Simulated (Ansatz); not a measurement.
# C2H7InSi: up Jacob's ladder to CCSD(T)

Aim: compute C2H7InSi with functionals from several rungs and with coupled cluster. The yardstick is the atomisation energy at the CCSD(T) limit.

Method: functionals in def2-TZVPP, the program's frozen cores in correlated methods; program: Ansatz 0.2.0, Gaussian basis.

Plan: PBE-D4, r2SCAN-D4, PBE0-D4, B3LYP-D4, ωB97X-V, ωB97M-V, B2PLYP; CCSD(T)/def2-TZVPP; MP2/def2-QZVPP; extrapolation to the limit.

## Step 1: The relaxed structure

All runs share one geometry, relaxed beforehand with PBE0-D4 in a triple-zeta def2 set. In takes the def2 core potential; no spin-orbit term is included.

11 atoms, charge 0, spin multiplicity 1.

Atoms are counted from 1 here; the program's logs count them from 0.

Bond lengths: C1–Si2 1.876 Å, C1–H5 1.093 Å, C1–H6 1.093 Å, C1–H7 1.093 Å, Si2–C3 1.848 Å, Si2–H8 1.498 Å, Si2–H11 1.498 Å, C3–In4 2.257 Å, C3–H9 1.098 Å, C3–H10 1.097 Å. Angles: Si2–C1–H5 111.2°, Si2–C1–H6 110.6°, Si2–C1–H7 110.6°, H5–C1–H6 108.2°, H5–C1–H7 108.2°, H6–C1–H7 107.9°, C1–Si2–C3 116.4°, C1–Si2–H8 108.1°, C1–Si2–H11 108.1°, C3–Si2–H8 109.0°, C3–Si2–H11 109.0°, H8–Si2–H11 105.7°, Si2–C3–In4 112.6°, Si2–C3–H9 110.9°, Si2–C3–H10 110.9°, In4–C3–H9 107.1°, In4–C3–H10 107.2°, H9–C3–H10 107.7°.

As a file:

```xyz
11
C2H7InSi
C    -0.80244    1.49112    0.22690
Si   -0.37059   -0.21241   -0.42965
C     1.11795   -1.02243    0.30681
In    1.51446   -3.06725   -0.56332
H    -1.69361    1.89020   -0.26460
H    -0.99461    1.45174    1.30210
H     0.02166    2.18890    0.05814
H    -0.18534   -0.10752   -1.91240
H     0.99912   -1.14938    1.39049
H     2.01765   -0.41709    0.13776
H    -1.55887   -1.10288   -0.23144
```

## Step 2: PBE-D4 (GGA)

in.yaml reads:

```yaml
crystal:
  periodic: [false, false, false]
  atoms:
    - {symbol: C, position_ang: [-0.802443, 1.491116, 0.226901]}
    - {symbol: Si, position_ang: [-0.370586, -0.212407, -0.429647]}
    - {symbol: C, position_ang: [1.117950, -1.022426, 0.306811]}
    - {symbol: In, position_ang: [1.514465, -3.067248, -0.563320]}
    - {symbol: H, position_ang: [-1.693606, 1.890201, -0.264595]}
    - {symbol: H, position_ang: [-0.994606, 1.451736, 1.302101]}
    - {symbol: H, position_ang: [0.021661, 2.188896, 0.058140]}
    - {symbol: H, position_ang: [-0.185337, -0.107521, -1.912398]}
    - {symbol: H, position_ang: [0.999121, -1.149377, 1.390491]}
    - {symbol: H, position_ang: [2.017651, -0.417088, 0.137757]}
    - {symbol: H, position_ang: [-1.558870, -1.102882, -0.231441]}
basis:
  gaussian: {orbitals: def2-TZVPP}
hamiltonian: {xc: pbe, dispersion: d4}
output: {forces: true, orbitals: {seedname: orbitals}}
```

Started as:

```sh
ansatz run in.yaml --threads 4 --pin off --events-out ev --progress --plain --max-ram 10444MiB
```

Further steps of the session: r2SCAN-D4 (meta-GGA); PBE0-D4 (hybrid); B3LYP-D4 (hybrid); ωB97X-V (range-separated); ωB97M-V (range-separated); B2PLYP (double hybrid); CCSD(T) in def2-TZVPP; MP2 in def2-QZVPP.

Before running them: what should the planned runs give, taken together? Wanted: atomisation energy, CCSD(T)/CBS; farthest; mean size of error, hybrid; mean size of error, range-separated; gap, smallest and largest; T1 diagnostic; triples share of the correlation energy.

**Answer**, as computed:

```
                               quantity                                                   value
        atomisation energy, CCSD(T)/CBS                                          886.6 kcal/mol
functionals within 8.9 kcal/mol (1.0 %)  PBE-D4, r2SCAN-D4, PBE0-D4, B3LYP-D4, ωB97X-V, ωB97M-V
                               farthest                                 B2PLYP (-13.2 kcal/mol)
             mean size of error, hybrid                                            2.9 kcal/mol
    mean size of error, range-separated                                            0.7 kcal/mol
              gap, smallest and largest                     2.42 eV (PBE-D4), 7.74 eV (ωB97X-V)
                          T1 diagnostic                                                  0.0137
triples share of the correlation energy                                                   3.5 %
```

What this shows: PBE-D4 misses by +2.9 kcal/mol. Double hybrids carry the basis error of their MP2 part in triple zeta, and no dispersion term here, so their miss is partly the set-up's. Misses under about 8.9 kcal/mol are within the doubt on the reference itself, which lacks core-valence correlation, spin-orbit coupling and higher excitations, and its outer-core shells are covered unevenly. All levels share the lack of spin-orbit coupling, which lowers the free heavy atoms and so the true binding. Hartree-Fock recovers 75 % of the binding; the rest is correlation. The gap grows from 2.4 to 7.7 eV across the functionals, mostly with the share of exact exchange. Correlated methods include outer-core shells of In, which these sets cover unevenly.
